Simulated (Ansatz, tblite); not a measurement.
**The cluster Ga₄As₅−: charged states by level of theory**

Aim: the energy of removing an electron for the cluster Ga₄As₅−, by energy differences, and how well orbital energies stand in for it.

Computed with Ansatz 0.2.0, Gaussian basis. Level: as each input shows.

Plan: charge 0 doublet, at the geometry of the singlet (PBE-D4/def2-SVP, r2SCAN-D4/def2-SVP); the starting singlet's energies come from earlier runs.

10 further runs of the same task are left out: 9 that didn't finish, 1 set aside as unsound or not needed.

### 1 The relaxed structure

The singlet was relaxed beforehand with PBE-D4/def2-SVP. At that level it is the lowest of the isomers that a small search found.

9 atoms, charge -1, spin multiplicity 1.

Atoms are counted from 1 here; the program's logs count them from 0.

Bond lengths: Ga1–As7 2.333 Å, Ga1–As8 2.317 Å, Ga2–As5 2.288 Å, Ga2–As9 2.363 Å, Ga3–As5 2.434 Å, Ga3–As6 2.668 Å, Ga3–As8 2.402 Å, Ga4–As6 2.429 Å, Ga4–As9 2.355 Å, As6–As7 2.417 Å. Angles: As7–Ga1–As8 159.1°, As5–Ga2–As9 169.7°, As5–Ga3–As6 133.8°, As5–Ga3–As8 110.6°, As6–Ga3–As8 113.9°, As6–Ga4–As9 140.7°, Ga2–As5–Ga3 80.6°, Ga3–As6–Ga4 76.7°, Ga3–As6–As7 110.9°, Ga4–As6–As7 117.9°, Ga1–As7–As6 76.9°, Ga1–As8–Ga3 75.9°, Ga2–As9–Ga4 73.7°.

The ion is computed in the gas phase, without counter-ions or solvent.

### 2 Charge 0 doublet at the fixed geometry, PBE-D4/def2-SVP

Input file in.yaml:

```yaml
crystal:
  periodic: [false, false, false]
  atoms:
    - {symbol: Ga, position_ang: [-1.213729, -2.689857, -0.443921]}
    - {symbol: Ga, position_ang: [0.404086, 2.793007, 0.233288]}
    - {symbol: Ga, position_ang: [-1.105668, 0.135590, 0.217517]}
    - {symbol: Ga, position_ang: [1.948595, 0.545471, -0.521522]}
    - {symbol: As, position_ang: [-1.803552, 2.416104, 0.702076]}
    - {symbol: As, position_ang: [1.071196, -1.292308, 0.801887]}
    - {symbol: As, position_ang: [0.971678, -3.477887, -0.224831]}
    - {symbol: As, position_ang: [-2.981722, -1.192179, -0.479556]}
    - {symbol: As, position_ang: [2.709107, 2.762058, -0.284938]}
basis:
  gaussian: {orbitals: def2-SVP}
magnetization: {spin_polarized: true, initial_magnetization: 1}
hamiltonian: {xc: pbe, dispersion: d4}
scf: {omitted_lower_state_checks: [starts]}
output: {orbitals: {seedname: orbitals}}
```

Launch:

```bash
$ ansatz run in.yaml --threads 4 --pin off --events-out ev --progress --plain --max-ram 6963MiB
```

Output:

```text
Functional definition: PBE
  name "PBE"
  cite "Perdew, Burke & Ernzerhof, Phys. Rev. Lett. 77, 3865 (1996) doi:10.1103/PhysRevLett.77.3865"
  parent pbe
  parameter kappa = 0.804
  parameter beta = 0.06672455060314922
  exchange = pbe_x(kappa = kappa, mu = beta*pi^2/3)
  correlation = pbe_c(beta = beta)
these checks for a lower state are left out or cut short: starts
3235 factors; their error is unknown
mean field evaluation 1: about -513577.1759 eV, gradient 4.5e1 eV
mean field evaluation 2: about -513495.9120 eV, gradient 1.1e2 eV
mean field evaluation 4: about -513581.6891 eV, gradient 1.6e1 eV
mean field evaluation 8: about -513583.7621 eV, gradient 3.8e0 eV
mean field evaluation 16: about -513583.6217 eV, gradient 6.1e-2 eV
mean field evaluation 32: about -513583.6217 eV, gradient 8.6e-4 eV
mean field -513583.62168693 eV, -18873.8499775127 hartree, gradient 2.6e-5 eV, S^2 0.760188; 0 other end points of the search recorded, 0 dependent functions left out
reference -513583.62173001 eV, -18873.8499790958 hartree; 145, 144 occupied and 143, 144 virtual orbitals, 3235 factors
Total energy: -513584.49464329 eV, -18873.8820580671 hartree
Checks for a lower state left out: starts
```

It took 60 s on 4 threads of Intel Xeon at 2.50GHz, shared host; peak memory 1 GiB.

From the report: HOMO -5.03 eV, LUMO -4.75 eV (over both spins); ⟨S²⟩ 0.760 (pure: 0.75).

### 3 Charge 0 doublet at the fixed geometry, r2SCAN-D4/def2-SVP

start.molden holds the orbitals of an earlier run on this state, given as this run's starting guess.

Edit in.yaml of step 2 so:

```diff
@@ -13,5 +13,5 @@
 basis:
-  gaussian: {orbitals: def2-SVP}
+  gaussian: {orbitals: def2-SVP, initial_orbitals: start.molden}
 magnetization: {spin_polarized: true, initial_magnetization: 1}
-hamiltonian: {xc: pbe, dispersion: d4}
+hamiltonian: {xc: r2scan, dispersion: d4}
 scf: {omitted_lower_state_checks: [starts]}
```

The command is unchanged.

Output:

```text
Functional definition: r2SCAN
  name "r2SCAN"
  cite "Furness, Kaplan, Ning, Perdew & Sun, J. Phys. Chem. Lett. 11, 8208 (2020) doi:10.1021/acs.jpclett.0c02405"
  cite "Furness, Kaplan, Ning, Perdew & Sun, J. Phys. Chem. Lett. 11, 9248 (2020) doi:10.1021/acs.jpclett.0c03077"
  parent r2scan
  parameter k0 = 0.174
  parameter k1 = 0.065
  parameter a1 = 4.9479
  exchange = r2scan_x(k0 = k0, k1 = k1, a1 = a1)
  correlation = r2scan_c
these checks for a lower state are left out or cut short: starts
3235 factors; their error is unknown
mean field evaluation 1: about -513659.3887 eV, gradient 8.4e0 eV
mean field evaluation 2: about -513659.5324 eV, gradient 2.0e-1 eV
mean field evaluation 4: about -513659.2737 eV, gradient 2.3e-2 eV
mean field evaluation 8: about -513659.2737 eV, gradient 7.6e-5 eV
mean field -513659.27366819 eV, -18876.6301365453 hartree, gradient 5.6e-6 eV, S^2 0.777340; 0 other end points of the search recorded, 0 dependent functions left out
reference -513659.27368479 eV, -18876.6301371554 hartree; 145, 144 occupied and 143, 144 virtual orbitals, 3235 factors
Total energy: -513659.46427211 eV, -18876.6371411103 hartree
Checks for a lower state left out: starts
```

It took 2.1 min on 4 threads of Intel Xeon at 2.50GHz, shared host; peak memory 1.1 GiB.

Report: HOMO -5.23 eV, LUMO -4.86 eV (over both spins); ⟨S²⟩ 0.777 (pure: 0.75).

### 4 Vertical ionisation energy

Charged state less starting state, singlet to doublet; the starting state's energies are those of its earlier runs.

```
             level  vertical ionisation energy (eV)     time
   PBE-D4/def2-SVP                            +2.94     77 s
r2SCAN-D4/def2-SVP                            +3.12  2.7 min
```

Times add the two runs; a level without a time comes out of a correlated run.

Beside −ε(HOMO) of the starting state:

```
             level  −ε(HOMO) (eV)  by difference (eV)  mismatch (eV)
   PBE-D4/def2-SVP           1.10                2.94          -1.84
r2SCAN-D4/def2-SVP           1.34                3.12          -1.77
```

### 5 Outcome

| quantity | value |
| --- | --- |
| vertical ionisation energy, functionals in def2-SVP | 2.94 (PBE-D4) to 3.12 eV (r2SCAN-D4) |

**Reading.** The vertical ionisation energy spans 2.94 to 3.12 eV over the functionals. −ε(HOMO) misses the level's own difference by -1.77 eV at best (r2SCAN-D4) and -1.84 eV at worst (PBE-D4).
